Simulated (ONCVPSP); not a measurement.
# An ONCV potential for Ru, from input to tests

Do these settings give a usable potential? It is generated, then checked for transferability, scattering, ghosts and hardness.

Program: ONCVPSP 4.0.1. Reference atom: PBEsol, fully relativistic, spherical and spin-unpolarised. All values are calculated.

1 further run of the same task is left out (set aside as unsound or not needed).

## 1. The design

Typed settings, in words:

```json
{"element": "ruthenium (Ru, Z = 44)", "type": "optimised norm-conserving Vanderbilt (ONCV)", "frozen core": "[Ar] 3d10", "valence charge": "16", "reference configuration": "4s2 4p6 4d7 5s1", "partial waves": "4s+5s: rc 1.50 bohr, ncon 5, nbas 8, qcut 8.3 1/bohr, 2 projectors; 4p: rc 1.25 bohr, ncon 4, nbas 8, qcut 6.2 1/bohr, 2 projectors, debl 3.9 Ha; 4d: rc 1.65 bohr, ncon 4, nbas 9, qcut 10.9 1/bohr, 2 projectors, debl 2.3 Ha", "local potential": "polynomial inside 0.85 bohr (lpopt 1, dvloc0 3 Ha)", "core correction": "Teter function, fcfact 2.25, rcfact 1.5"}
```

An earlier all-electron run gives the scale for the radii.

All-electron outer shells of the reference configuration (PBEsol, scalar-relativistic, ld1.x):

```csv
shell,level (eV),outermost node (bohr),outermost maximum (bohr)
3d,-273.13,–,0.30
4s,-76.31,0.48,0.92
4p,-46.38,0.49,0.98
4d,-5.22,0.48,1.21
5s,-4.27,1.24,2.73
5p,-0.87,1.41,3.87
```

## 2. The generation run

Contents of Ru.dat:

```
# ATOM AND REFERENCE CONFIGURATION
# atsym  z   nc   nv     iexc    psfile
  Ru 44.00    6    4  -116133      upf
#
#   n    l    f
    1    0    2.00
    2    0    2.00
    2    1    6.00
    3    0    2.00
    3    1    6.00
    3    2   10.00
    4    0    2.00
    4    1    6.00
    4    2    7.00
    5    0    1.00
#
# PSEUDOPOTENTIAL AND OPTIMIZATION
# lmax
    2
#
#   l,   rc,      ep,       ncon, nbas, qcut
    0    1.50    0.00    5    8    8.30
    1    1.25    0.00    4    8    6.20
    2    1.65    0.00    4    9   10.90
#
# LOCAL POTENTIAL
# lloc, lpopt,  rc(5),   dvloc0
    4    1    0.85    3.00
#
# VANDERBILT-KLEINMAN-BYLANDER PROJECTORs
# l, nproj, debl
    0    2    2.80
    1    2    3.90
    2    2    2.30
#
# MODEL CORE CHARGE
# icmod, fcfact, rcfact
    3    2.25    1.50
#
# LOG DERIVATIVE ANALYSIS
# epsh1, epsh2, depsh
   -4.00    5.00    0.02
#
# OUTPUT GRID
# rlmax, drl
    6.00    0.01
#
# TEST CONFIGURATIONS
# ncnf
    4
# nvcnf
#   n    l    f
    4
    4    0    2.00
    4    1    6.00
    4    2    7.00
    5    0    0.00
#
    4
    4    0    2.00
    4    1    6.00
    4    2    6.00
    5    0    0.00
#
    4
    4    0    2.00
    4    1    6.00
    4    2    5.00
    5    0    0.00
#
    4
    4    0    2.00
    4    1    6.00
    4    2    6.00
    5    0    1.00
#
```

The run is started by

```
oncvpspr.x < Ru.dat > Ru.out
```

Output in Ru.out (without the consistency checks and plot data):

```text
ONCVPSP  (Optimized Norm-Conservinng Vanderbilt PSeudopotential)
relativistic version 4.0.1

#   n    l    f        energy (Ha)
    1    0    2.00    -8.0529018D+02
    2    0    2.00    -1.1576586D+02
    2    1    6.00    -1.0217985D+02    -1.0698679D+02
    3    0    2.00    -2.0377917D+01
    3    1    6.00    -1.6156883D+01    -1.6972666D+01
    3    2   10.00    -9.9654390D+00    -1.0124439D+01
    4    0    2.00    -2.8030460D+00
    4    1    6.00    -1.6644976D+00    -1.7893296D+00
    4    2    7.00    -1.8708089D-01    -1.9892573D-01
    5    0    1.00    -1.5688784D-01

Reference configufation results
  iterations    30
  all-electron total energy (Ha)   -4.52922019D+03

Begin loop to  construct optimized pseudo wave functions
and semi-local pseudopoentials for all angular momenta

Calculating optimized projector #   1

 for l=   0

    Fraction of norm inside rc  0.906196
    Optimizing pswf for qcut=   8.29 a_B^-1,  ecut=  34.39 Ha
    Residual kinetic energy error=  7.85D-05 Ha

    Energy error per electron        Cutoff
         Ha          eV             Ha
         0.01000     0.27211       23.22
         0.00100     0.02721       28.84
         0.00010     0.00272       34.22
         0.00001     0.00027       72.26

Calculating optimized projector #   2

 for l=   0

    Fraction of norm inside rc  0.037767
    Optimizing pswf for qcut=   8.29 a_B^-1,  ecut=  34.39 Ha
    Residual kinetic energy error=  1.76D-05 Ha

    Energy error per electron        Cutoff
         Ha          eV             Ha
         0.01000     0.27211       17.35
         0.00100     0.02721       25.02
         0.00010     0.00272       30.57
         0.00001     0.00027       37.23

   Wellstate for l =  1  n =  6 kap= -2
     eigenvalue =   2.2355
     asymptotic potential =   2.7355
     half-point radius =  3.1034

Calculating optimized projector #   1

 for l=   1

    Fraction of norm inside rc  0.653967
    Optimizing pswf for qcut=   6.21 a_B^-1,  ecut=  19.31 Ha
    Residual kinetic energy error=  4.67D-03 Ha

    Energy error per electron        Cutoff
         Ha          eV             Ha
         0.01000     0.27211       11.35
         0.00100     0.02721       74.99
         0.00010     0.00272      129.24
         0.00001     0.00027      169.10

Calculating optimized projector #   2

 for l=   1

    Fraction of norm inside rc  0.057194
    Optimizing pswf for qcut=   6.21 a_B^-1,  ecut=  19.31 Ha
    Residual kinetic energy error=  2.40D-03 Ha

    Energy error per electron        Cutoff
         Ha          eV             Ha
         0.01000     0.27211       10.71
         0.00100     0.02721       24.72
         0.00010     0.00272       73.00
         0.00001     0.00027      128.13

   Wellstate for l =  1  n =  6 kap=  1
     eigenvalue =   2.1107

Calculating optimized projector #   1

 for l=   1

    Fraction of norm inside rc  0.683647
    Optimizing pswf for qcut=   6.21 a_B^-1,  ecut=  19.31 Ha
    Residual kinetic energy error=  3.89D-03 Ha

    Energy error per electron        Cutoff
         Ha          eV             Ha
         0.01000     0.27211       11.58
         0.00100     0.02721       71.66
         0.00010     0.00272      128.77
         0.00001     0.00027      168.02

Calculating optimized projector #   2

 for l=   1

    Fraction of norm inside rc  0.056873
    Optimizing pswf for qcut=   6.21 a_B^-1,  ecut=  19.31 Ha
    Residual kinetic energy error=  2.03D-03 Ha

    Energy error per electron        Cutoff
         Ha          eV             Ha
         0.01000     0.27211       11.17
         0.00100     0.02721       24.51
         0.00010     0.00272       72.96
         0.00001     0.00027      131.28

   Wellstate for l =  2  n =  6 kap= -3
     eigenvalue =   2.1129
     asymptotic potential =   2.6129
     half-point radius =  3.8061

Calculating optimized projector #   1

 for l=   2

    Fraction of norm inside rc  0.562769
    Optimizing pswf for qcut=  10.91 a_B^-1,  ecut=  59.52 Ha
    Residual kinetic energy error=  3.05D-09 Ha

    Energy error per electron        Cutoff
         Ha          eV             Ha
         0.01000     0.27211       19.92
         0.00100     0.02721       27.44
         0.00010     0.00272       34.48
         0.00001     0.00027       40.72

Calculating optimized projector #   2

 for l=   2

    Fraction of norm inside rc  0.092041
    Optimizing pswf for qcut=  10.91 a_B^-1,  ecut=  59.52 Ha
    Residual kinetic energy error=  1.36D-09 Ha

    Energy error per electron        Cutoff
         Ha          eV             Ha
         0.01000     0.27211       19.74
         0.00100     0.02721       27.45
         0.00010     0.00272       34.69
         0.00001     0.00027       41.10

   Wellstate for l =  2  n =  6 kap=  2
     eigenvalue =   2.1011

Calculating optimized projector #   1

 for l=   2

    Fraction of norm inside rc  0.575611
    Optimizing pswf for qcut=  10.91 a_B^-1,  ecut=  59.52 Ha
    Residual kinetic energy error=  2.88D-09 Ha

    Energy error per electron        Cutoff
         Ha          eV             Ha
         0.01000     0.27211       20.31
         0.00100     0.02721       27.87
         0.00010     0.00272       34.87
         0.00001     0.00027       41.05

Calculating optimized projector #   2

 for l=   2

    Fraction of norm inside rc  0.091939
[... 107 lines left out ...]
   0  -1   1.5001591   1.5457072  -0.1568878   0.0000048   1.0000540   1.0000456

   1  -2   1.2537124   1.2917778  -1.6644976  -0.0001869   1.0001300   1.0000518
   1   1   1.2537124   1.2917778  -1.7893296  -0.0001583   1.0001416   1.0000409
   1  -2   1.2537124   1.2917778   2.2355024   0.0000008   1.0005045   1.0005045
   1   1   1.2537124   1.2917778   2.2131241   0.0000236   1.0005119   1.0005119

   2  -3   1.6508401   1.7009632  -0.1870809  -0.0000199   1.0000655   1.0000417
   2   2   1.6508401   1.7009632  -0.1989257  -0.0000075   1.0000742   1.0000040
   2  -3   1.6508401   1.7009632   2.1129191   0.0000159   1.0002832   1.0002832
   2   2   1.6508401   1.7009632   2.1080945   0.0000203   1.0002815   1.0002815

Ghost test for J = L + 1/2

 Testing for bound ghosts
   n   l    E NL Schr. Eq   E Basis Diag.   E Cutoff

   1   0       -2.803046       -2.803043    117.24
   2   0       -0.156883       -0.040844    117.24

   2   1       -1.664531       -1.663960    192.48

   3   2       -0.187085       -0.181234    162.52

 Testing for highly-localized positive-energy ghosts
       l    <radius>/rc     E Basis Diag.   E Cutoff

       0        0.460642        7.755453    117.24  WARNING - GHOST(+)

Ghost test for J = L - 1/2

 Testing for bound ghosts
   n   l    E NL Schr. Eq   E Basis Diag.   E Cutoff

   1   0       -2.803046       -2.803043    117.24
   2   0       -0.156883       -0.040844    117.24

   2   1       -1.789335       -1.788936    192.48

   3   2       -0.198917       -0.193617    162.52

 Testing for highly-localized positive-energy ghosts
       l    <radius>/rc     E Basis Diag.   E Cutoff

       0        0.460642        7.755453    117.24  WARNING - GHOST(+)

Test configuration 0

   n   l kap    f        eae           eps        diff
   1   0  -1  2.0000 -805.29018004
   2   0  -1  2.0000 -115.76586451
   2   1  -2  4.0000 -102.17984651
   2   1   1  2.0000 -106.98678804
   3   0  -1  2.0000  -20.37791684
   3   1  -2  4.0000  -16.15688292
   3   1   1  2.0000  -16.97266610
   3   2  -3  6.0000   -9.96543905
   3   2   2  4.0000  -10.12443944
   4   0  -1  2.0000   -2.80304597   -2.80304628   -3.07E-07
   4   1  -2  4.0000   -1.66449757   -1.66453080   -3.32E-05
   4   1   1  2.0000   -1.78932955   -1.78933454   -4.99E-06
   4   2  -3  4.2000   -0.18708089   -0.18708470   -3.80E-06
   4   2   2  2.8000   -0.19892573   -0.19891679    8.93E-06
   5   0  -1  1.0000   -0.15688784   -0.15688301    4.83E-06

    Total energies and differences
      AE_ref= -4.52922019E+03  AE_tst= -4.52922019E+03  dif=  0.00E+00
      PS_ref= -9.50060717E+01  PS_tst= -9.50060717E+01  dif=  0.00E+00
      PSP excitation error=  0.00E+00

Test configuration 1

   n   l kap    f        eae           eps        diff
   1   0  -1  2.0000 -805.56110840
   2   0  -1  2.0000 -116.03242938
   2   1  -2  4.0000 -102.44665129
   2   1   1  2.0000 -107.25368581
   3   0  -1  2.0000  -20.64577264
   3   1  -2  4.0000  -16.42473405
   3   1   1  2.0000  -17.24049004
   3   2  -3  6.0000  -10.23293277
   3   2   2  4.0000  -10.39191845
   4   0  -1  2.0000   -3.07451079   -3.07467312   -1.62E-04
   4   1  -2  4.0000   -1.93743718   -1.93756185   -1.25E-04
   4   1   1  2.0000   -2.06190389   -2.06203584   -1.32E-04
   4   2  -3  4.2000   -0.45621943   -0.45620996    9.48E-06
   4   2   2  2.8000   -0.46846053   -0.46844158    1.90E-05
   5   0  -1  0.0000   -0.38439094   -0.38439094    0.00E+00

    Total energies and differences
      AE_ref= -4.52922019E+03  AE_tst= -4.52895189E+03  dif=  2.68E-01
      PS_ref= -9.50060717E+01  PS_tst= -9.47377683E+01  dif=  2.68E-01
      PSP excitation error= -1.21E-07

Test configuration 2

   n   l kap    f        eae           eps        diff
   1   0  -1  2.0000 -806.03741429
   2   0  -1  2.0000 -116.51304337
   2   1  -2  4.0000 -102.92697111
   2   1   1  2.0000 -107.73390937
   3   0  -1  2.0000  -21.12414914
   3   1  -2  4.0000  -16.90308070
   3   1   1  2.0000  -17.71891488
   3   2  -3  6.0000  -10.71175659
   3   2   2  4.0000  -10.87077322
   4   0  -1  2.0000   -3.54189160   -3.54182552    6.61E-05
   4   1  -2  4.0000   -2.39804800   -2.39804480    3.20E-06
   4   1   1  2.0000   -2.52426739   -2.52423413    3.33E-05
   4   2  -3  3.6000   -0.88113520   -0.88111205    2.32E-05
   4   2   2  2.4000   -0.89488782   -0.89484921    3.86E-05
   5   0  -1  0.0000   -0.69759802   -0.69759802    0.00E+00

    Total energies and differences
      AE_ref= -4.52922019E+03  AE_tst= -4.52828362E+03  dif=  9.37E-01
      PS_ref= -9.50060717E+01  PS_tst= -9.40695189E+01  dif=  9.37E-01
      PSP excitation error=  1.53E-05

Test configuration 3

   n   l kap    f        eae           eps        diff
   1   0  -1  2.0000 -806.59515654
   2   0  -1  2.0000 -117.07724487
   2   1  -2  4.0000 -103.49081844
   2   1   1  2.0000 -108.29763297
   3   0  -1  2.0000  -21.68236389
   3   1  -2  4.0000  -17.46120453
   3   1   1  2.0000  -18.27726140
   3   2  -3  6.0000  -11.27085068
   3   2   2  4.0000  -11.42995014
   4   0  -1  2.0000   -4.07677561   -4.07628392    4.92E-04
   4   1  -2  4.0000   -2.92268356   -2.92243138    2.52E-04
   4   1   1  2.0000   -3.05156033   -3.05122961    3.31E-04
   4   2  -3  3.0000   -1.36560343   -1.36542634    1.77E-04
   4   2   2  2.0000   -1.38092592   -1.38072342    2.02E-04
   5   0  -1  0.0000   -1.05149340   -1.05149340    0.00E+00

    Total energies and differences
      AE_ref= -4.52922019E+03  AE_tst= -4.52715885E+03  dif=  2.06E+00
      PS_ref= -9.50060717E+01  PS_tst= -9.29448335E+01  dif=  2.06E+00
      PSP excitation error=  1.05E-04

Test configuration 4

   n   l kap    f        eae           eps        diff
   1   0  -1  2.0000 -805.70547831
   2   0  -1  2.0000 -116.18610503
   2   1  -2  4.0000 -102.59975666
   2   1   1  2.0000 -107.40658551
   3   0  -1  2.0000  -20.79653751
   3   1  -2  4.0000  -16.57549336
   3   1   1  2.0000  -17.39132295
   3   2  -3  6.0000  -10.38449125
   3   2   2  4.0000  -10.54351282
   4   0  -1  2.0000   -3.21351497   -3.21327818    2.37E-04
   4   1  -2  4.0000   -2.06954284   -2.06943742    1.05E-04
   4   1   1  2.0000   -2.19578049   -2.19560217    1.78E-04
   4   2  -3  3.6000   -0.56134906   -0.56135729   -8.24E-06
   4   2   2  2.4000   -0.57462636   -0.57461537    1.10E-05
   5   0  -1  1.0000   -0.43392256   -0.43389721    2.53E-05

    Total energies and differences
      AE_ref= -4.52922019E+03  AE_tst= -4.52884790E+03  dif=  3.72E-01
      PS_ref= -9.50060717E+01  PS_tst= -9.46337790E+01  dif=  3.72E-01
      PSP excitation error= -3.17E-06
```

Run time: 7.9 s. Hardware: 1 thread, shared host.

Densities times 4π (e/bohr³); a dash where the program caps the true core:

| r (bohr) | pseudo valence | true core | model core |
| --- | --- | --- | --- |
| 0.082 | 0.4626 | – | 35.98 |
| 0.248 | 3.186 | – | 30.57 |
| 0.413 | 8.301 | – | 21.99 |
| 0.578 | 13.82 | 52.78 | 13.22 |
| 0.742 | 16.21 | 9.259 | 6.553 |
| 0.908 | 15.03 | 1.517 | 2.543 |
| 1.072 | 11.49 | 0.2552 | 0.7427 |
| 1.238 | 7.501 | 0.04288 | 0.1377 |
| 1.402 | 4.647 | 0.007586 | 0.01112 |
| 1.568 | 2.842 | 0.001348 | 4.57e-05 |
| 1.733 | 1.772 | 0.0002471 | 0.0007708 |
| 1.898 | 1.137 | 4.643e-05 | 0.0002328 |
| 2.062 | 0.7564 | 9.006e-06 | 2.648e-07 |

## 3. The configuration tests of the same run

Energies count from the reference configuration 4s2 4p6 4d7 5s1; the error is all-electron less pseudo.

```csv
valence configuration,charge,ΔE all-electron (eV),error AE − PS (meV)
4s2 4p6 4d7 5s0,+1,7.301,0.0
4s2 4p6 4d6 5s0,+2,25.485,+0.4
4s2 4p6 4d5 5s0,+3,56.092,+2.9
4s2 4p6 4d6 5s1,+1,10.131,-0.1
```

## 4. Does it scatter like the atom?

Taken from the files of the generation run. The phase is arctan(r·R′/R) of the radial function R, unwrapped, with energies in Ha. A pole is an energy at which the radial function vanishes at the test radius. The pseudo phase is shifted by a multiple of π to meet the all-electron one at the reference energy. Levels narrower than the energy grid can be missing from the poles. The last column is the largest difference on the grid between −0.5 and +0.5 Ha.

| channel | radius (bohr) | reference (Ha) | poles AE | poles PS | window around the reference with phases within 0.05 rad (Ha) | largest difference near zero (rad) |
| --- | --- | --- | --- | --- | --- | --- |
| s | 1.52 | -0.16 | -1.99 | -1.99 | the whole range | 0.000 |
| p3/2 | 1.27 | -1.66 | 1.23 | 1.23 | the whole range | 0.000 |
| p1/2 | 1.27 | -1.79 | 0.90 | 0.90 | the whole range | 0.000 |
| d5/2 | 1.67 | -0.19 | 1.10 | 1.10 | the whole range | 0.000 |
| d3/2 | 1.67 | -0.20 | 1.06 | 1.06 | the whole range | 0.000 |

Phases (rad) along the scan:

| E (Ha) | p3/2 AE | p3/2 PS | d5/2 AE | d5/2 PS |
| --- | --- | --- | --- | --- |
| -3.98 | 0.622 | 0.621 | 1.280 | 1.280 |
| -3.50 | 0.291 | 0.290 | 1.250 | 1.249 |
| -3.02 | -0.180 | -0.181 | 1.208 | 1.208 |
| -2.54 | -0.644 | -0.645 | 1.148 | 1.148 |
| -2.06 | -0.966 | -0.966 | 1.051 | 1.051 |
| -1.58 | -1.165 | -1.165 | 0.870 | 0.870 |
| -1.10 | -1.293 | -1.293 | 0.448 | 0.448 |
| -0.62 | -1.381 | -1.381 | -0.444 | -0.444 |
| -0.14 | -1.447 | -1.447 | -1.099 | -1.099 |
| 0.34 | -1.498 | -1.498 | -1.372 | -1.372 |
| 0.82 | -1.539 | -1.539 | -1.512 | -1.512 |
| 1.30 | -1.575 | -1.575 | -1.607 | -1.607 |
| 1.78 | -1.608 | -1.608 | -1.686 | -1.686 |
| 2.26 | -1.639 | -1.639 | -1.768 | -1.768 |
| 2.74 | -1.669 | -1.669 | -1.873 | -1.873 |
| 3.22 | -1.700 | -1.700 | -2.038 | -2.038 |
| 3.70 | -1.732 | -1.732 | -2.370 | -2.371 |
| 4.18 | -1.769 | -1.769 | -3.104 | -3.109 |
| 4.66 | -1.811 | -1.812 | -3.874 | -3.879 |

## 5. Convergence and ghost test

Read off the output, the cutoffs (Ha) at which the residual kinetic energy of the hardest occupied pseudo-wave falls to 1 and 0.1 mHa per electron: 75 Ha and 129 Ha.

The program's own ghost test: no bound ghost flagged; GHOST(+) flagged for s at 211.0 eV.

Cutoff (Ha) at which the first wave of each channel reaches a given error (Ha per electron):

| error | s | p | d |
| --- | --- | --- | --- |
| 1.0e-02 | 23.2 | 11.4 | 19.9 |
| 3.2e-03 | 26.2 | 23.7 | 23.7 |
| 1.0e-03 | 28.8 | 75.0 | 27.4 |
| 3.2e-04 | 31.2 | 117.7 | 31.0 |
| 1.0e-04 | 34.2 | 129.2 | 34.5 |
| 3.2e-05 | 56.7 | 138.6 | 37.8 |
| 1.0e-05 | 72.3 | 169.1 | 40.7 |

## 6. Outcome

```
                                                quantity                          value
  cutoffs for 1 and 0.1 mHa per electron, occupied waves               75 Ha and 129 Ha
                                            bound ghosts                     none found
                                          GHOST(+) flags                    s at 211 eV
                            largest test error (AE − PS)  +2.9 meV, for 4s2 4p6 4d5 5s0
largest phase difference near zero energy, channels read                      0.000 rad
 rms error of d²Exc/dn², without and with the model core              6.81 and 4.48 mHa
```

What this shows: By total energies transferability is very good: the largest error is 2.9 meV on 56.1 eV, for 4s2 4p6 4d5 5s0. By its cutoff, 75 Ha for the looser tolerance, it is very hard. At the looser tolerance the 4p wave is the slowest; 4s needs 29 Ha. It is free of bound ghosts as far as tested. Near zero energy the phases of the channels with partial waves agree within 0.001 rad. The program also flags highly localised states, GHOST(+) (s). All of this concerns the isolated atom, not yet a solid.
